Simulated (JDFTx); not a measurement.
**Sn: equation of state with PBEsol**

Crystal: Sn.

```
Sn
1.0
    -1.89465    1.89465    1.89465
     1.89465   -1.89465    1.89465
     1.89465    1.89465   -1.89465
Sn
1
Direct
  0.00000 0.00000 0.00000
```

This isn't the form of Sn at room conditions, which is tetragonal (white tin).

```json
{
  "Program": "JDFTx 1.7.0 (patched build)",
  "Task": "equation of state",
  "Functional": "PBEsol",
  "Potentials or basis": "PseudoDojo-SR-PBEsol-0.4.1-standard with smoothed tails",
  "Cutoff": "980 eV",
  "Density cutoff": "3918 eV",
  "k mesh": "10 × 10 × 10",
  "Occupations": "fermi-dirac, width 0.05 eV",
  "Spin": "no spin polarisation",
  "Local potential set to -Z/r beyond": "6 bohr",
  "Bands": "13",
  "Density cutoff over wavefunction cutoff": "4",
  "Max SCF steps": "100",
  "SCF threshold on the energy": "1e-09 Ha",
  "Solver of the electrons": "scf"
}
```

```
Equilibrium volume                      : 26.04 Å³/atom
Bulk modulus                            : 52 GPa
Pressure derivative of the bulk modulus : 4.8
```

Energy against volume, from the lowest point:
| volume (Å³/atom) | energy (meV/atom) |
| --- | --- |
| 25.573 | 1.41 |
| 26.117 | 0.00 |
| 26.661 | 2.29 |
| 27.205 | 7.81 |
| 27.749 | 16.20 |
| 28.293 | 27.14 |
| 28.837 | 40.37 |
